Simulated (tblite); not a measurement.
# Ge30H44: the cost of one run

Computed with tblite 0.8.0 and PySCF 2.14.0 and routines of our own; the level stands in each step. Atoms count from 0.

## Step 1: The system as given

74 atoms, charge 0, multiplicity 1; geometry from: force field, distance geometry or constructed start.

## Step 2: Relaxing the molecule with GFN1-xTB

The job: settings as JSON, then the geometry in Å.

```
{"job": {"kind": "relax", "xc": "GFN1-xTB", "basis": "xTB"}, "charge": 0, "multiplicity": 1}
Ge    -2.000600     1.156100    -0.401600
Ge    -4.014100     2.318300     0.393100
Ge    -6.011200     1.155600    -0.399000
Ge    -6.017100    -1.153500     0.393800
Ge    -4.011900    -2.316900    -0.396600
Ge    -2.008800    -1.158400     0.397400
Ge     4.011000     4.633100    -0.403300
Ge     2.008900     5.792000     0.401500
Ge     0.002700     4.629300    -0.400400
Ge    -0.002800     2.314900     0.401600
Ge     2.003400     1.156700    -0.402100
Ge     4.008400     2.313700     0.400000
Ge     6.013000     1.158600    -0.395000
Ge     2.007700    -1.158500     0.397300
Ge     4.008700    -2.310600    -0.399800
Ge     6.014500    -1.157300     0.406300
Ge    -8.021400    -2.313800    -0.399100
Ge    -8.022900    -4.634800     0.399000
Ge    -6.017000    -5.787500    -0.397500
Ge    -4.008100    -4.630500     0.402700
Ge    -0.002300    -2.311900    -0.398500
Ge    -0.000900    -4.629900     0.399800
Ge     2.008900    -5.784700    -0.393400
Ge     4.006700    -4.635700     0.398500
Ge    -2.005000     5.791900     0.400900
Ge    -4.017000     4.630500    -0.397500
Ge     8.022500     4.633700    -0.400700
Ge     6.015800     5.789900     0.401200
Ge     8.022400     2.316100     0.398000
Ge    -2.004400    -5.788900    -0.396600
H     -2.001900     1.158500    -1.931100
H     -4.012800     2.317000     1.930200
H     -6.017400     1.158000    -1.931900
H     -7.264500     1.878400     0.110500
H     -6.015200    -1.156100     1.926700
H     -4.010400    -2.313500    -1.932900
H     -2.006300    -1.157800     1.925900
H      4.011800     4.633900    -1.932600
H      2.006600     5.785400     1.929900
H      2.000700     7.236300    -0.105600
H     -0.000100     4.629100    -1.926200
H      0.005900     2.310100     1.933700
H      2.010400     1.158900    -1.933600
H      4.013500     2.315200     1.928200
H      6.012700     1.159600    -1.927600
H      2.003600    -1.156300     1.926600
H      4.013300    -2.315600    -1.930600
H      6.016100    -1.155300     1.932300
H      7.268200    -1.879300    -0.106600
H     -8.019900    -2.315000    -1.928000
H     -9.273000    -1.601200     0.109900
H     -8.015200    -4.630100     1.929700
H     -9.272500    -5.353600    -0.106700
H     -6.019800    -5.790900    -1.933000
H     -6.015700    -7.233800     0.108300
H     -4.011400    -4.628400     1.930600
H      0.006600    -2.321400    -1.931900
H      0.002700    -4.623800     1.929300
H      2.005600    -5.790000    -1.926000
H      2.004600    -7.230900     0.105800
H      4.007100    -4.630500     1.931500
H      5.265000    -5.353500    -0.108700
H     -2.003800     5.790000     1.930800
H     -2.005700     7.236400    -0.105700
H     -4.005200     4.634700    -1.928000
H     -5.266000     5.355000     0.108100
H      8.024200     4.634500    -1.931200
H      9.274600     5.351500     0.112700
H      6.012400     5.784000     1.925000
H      6.013700     7.229500    -0.100900
H      8.020800     2.311700     1.933300
H      9.270300     1.590200    -0.104200
H     -2.003600    -5.790600    -1.925800
H     -2.005100    -7.228000     0.108300
```

On the command line:

```sh
> OMP_NUM_THREADS=8 python large_run.py task.json out
```

This one command runs all jobs of the session in turn.

Q: Estimate the wall time and peak memory of this first job on 8 threads of Arm Neoverse N1, shared host.

About 20 s, with a peak of 0.14 GiB.
